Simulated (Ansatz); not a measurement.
# W started on a Li site in rocksalt LiCl, 16 atoms, charge +1

Which settings matter for this cell? A base run comes first, then runs with one to three settings changed.

Method: density functional theory in Ansatz 0.2.0, PAW datasets, plane waves.

## Step 1: Starting point

16 atoms (8 Cl, 7 Li, 1 W); a = 7.165 Å, b = 7.165 Å, c = 7.165 Å, α = 60.00°, β = 60.00°, γ = 60.00°. All atoms were shaken off their sites by about 0.02 Å along each axis. Defect site 1: (0.500, 0.500, 0.500).

Coordinates:

```
Cl Li W
1.0
     0.00000    5.06635    5.06635
     5.06635    0.00000    5.06635
     5.06635    5.06635    0.00000
Cl Li W
8 7 1
Cartesian
  2.5555 5.0379 5.0802
  7.6015 5.0612 5.0666
  5.0636 2.5372 5.0453
  5.0998 7.6334 5.0768
  5.0788 5.0503 2.5294
  5.0662 5.0723 7.6431
  2.5042 2.5113 2.5017
  7.6115 7.5850 7.5657
  5.0718 5.0749 10.1243
  2.5620 2.5292 0.0431
  2.5652 2.5495 5.0744
  2.5630 5.0691 7.5677
  2.5483 5.0451 2.5027
  5.0490 7.5845 2.5521
  5.0488 7.5896 7.5805
  5.0628 5.0532 5.0311
```

## Step 2: Single point with PBEsol

File in.yaml:

```yaml
crystal:
  lattice:
    - [0.000000, 5.066355, 5.066355]
    - [5.066355, 0.000000, 5.066355]
    - [5.066355, 5.066355, 0.000000]
  atoms:
    - { symbol: Cl, position: [0.746354, 0.256373, 0.248035] }
    - { symbol: Cl, position: [0.249310, 0.750729, 0.749668] }
    - { symbol: Cl, position: [0.248586, 0.747256, 0.252209] }
    - { symbol: Cl, position: [0.751064, 0.250996, 0.755612] }
    - { symbol: Cl, position: [0.246816, 0.252434, 0.750014] }
    - { symbol: Cl, position: [0.754899, 0.753705, 0.246271] }
    - { symbol: Cl, position: [0.247593, 0.246188, 0.248095] }
    - { symbol: Cl, position: [0.744037, 0.749276, 0.753092] }
    - { symbol: Li, position: [0.999478, 0.998866, 0.002216] }
    - { symbol: Li, position: [0.001020, 0.007495, 0.498198] }
    - { symbol: Li, position: [0.499244, 0.502347, 0.003981] }
    - { symbol: Li, position: [0.994183, 0.499534, 0.006349] }
    - { symbol: Li, position: [0.493406, 0.000578, 0.502398] }
    - { symbol: Li, position: [0.502095, 0.001649, 0.994929] }
    - { symbol: Li, position: [0.998873, 0.497370, 0.499158] }
    - { symbol: W, position: [0.495568, 0.497471, 0.501829] }
kpoints:
  mp_grid: { grid: [2, 2, 2], shift: [0.5, 0.5, 0.5] }
hamiltonian:
  xc: pbesol
total_charge: 1
scf:
  occupations: { method: fermi_dirac, width: 0.01 }
output:
  forces: true
  eigenvalues: true
  populations: true
  charged_corrections: { epsilon: 11 }
  write_density: true
  write_potential: true
  elf: true
  volumetric_format: npy
```

Started as:

```
$ ansatz run in.yaml --threads 8 --pin off --max-ram 13300MiB --runs-dir r --events-out ev --progress --plain
```

## Step 3: Run again with cutoff 480 eV

Changes to in.yaml since step 2:

```diff
@@ -24,2 +24,3 @@
   mp_grid: { grid: [2, 2, 2], shift: [0.5, 0.5, 0.5] }
+basis: { ecutwfc: 480 }
 hamiltonian:
@@ -29,2 +30,3 @@
   occupations: { method: fermi_dirac, width: 0.01 }
+  max_iter: 60
 output:
@@ -32,7 +34,2 @@
   eigenvalues: true
-  populations: true
-  charged_corrections: { epsilon: 11 }
-  write_density: true
-  write_potential: true
-  elf: true
-  volumetric_format: npy
+  stress: true
```

## Step 4: Changed settings: 4 extra bands

Changes to in.yaml since step 3:

```diff
@@ -24,3 +24,2 @@
   mp_grid: { grid: [2, 2, 2], shift: [0.5, 0.5, 0.5] }
-basis: { ecutwfc: 480 }
 hamiltonian:
@@ -30,3 +29,4 @@
   occupations: { method: fermi_dirac, width: 0.01 }
-  max_iter: 60
+  max_iter: 100
+  n_extra_bands: 4
 output:
```

## Step 5: Changed settings: smearing width 2.0 eV, occupations Fermi–Dirac

Changes to in.yaml since step 4:

```diff
@@ -28,5 +28,4 @@
 scf:
-  occupations: { method: fermi_dirac, width: 0.01 }
-  max_iter: 100
-  n_extra_bands: 4
+  occupations: { method: fermi_dirac, width: 2 }
+  max_iter: 80
 output:
```

## Step 6: Changed settings: xc grid 3, 0 extra bands

Changes to in.yaml since step 5:

```diff
@@ -24,2 +24,3 @@
   mp_grid: { grid: [2, 2, 2], shift: [0.5, 0.5, 0.5] }
+basis: { xc_grid: 3 }
 hamiltonian:
@@ -28,4 +29,5 @@
 scf:
-  occupations: { method: fermi_dirac, width: 2 }
-  max_iter: 80
+  occupations: { method: fermi_dirac, width: 0.01 }
+  max_iter: 90
+  n_extra_bands: 0
 output:
```

Before running it: what results should come out? Wanted: for each run, settings; status; energy from base; forces from base.

The runs gave:

| settings | status | cycles | time | energy from base (meV/atom) | forces from base (eV/Å rms) | filled to empty level on the mesh (eV) |
| --- | --- | --- | --- | --- | --- | --- |
| base | converged | 18 | 2.3 s (8 CPU threads) | 0 | 0 | none |
| cutoff 480 eV | converged | 18 | 2.4 s (8 CPU threads) | -0.1 | 0.000 | - |
| 4 extra bands | converged | 18 | 1.7 s (8 CPU threads) | 0.0 | 0.000 | - |
| smearing width 2.0 eV, occupations Fermi–Dirac | converged, settings too loose | 8 | 2.6 s (8 CPU threads) | +367.1 | 0.390 | - |
| xc grid 3, 0 extra bands | refused | - | 0.2 s (8 CPU threads) | - | - | - |

The base run shows no spacing between filled and empty levels on this coarse mesh with displaced atoms and smearing, so occupations can shift between runs, and part of each change may come from that and not from the setting itself.

**What this shows.** Among these variants the forces move most with smearing width 2.0 eV, occupations Fermi–Dirac (0.390 eV/Å rms). 1 of 4 variants gave no result: xc grid 3, 0 extra bands (refused).
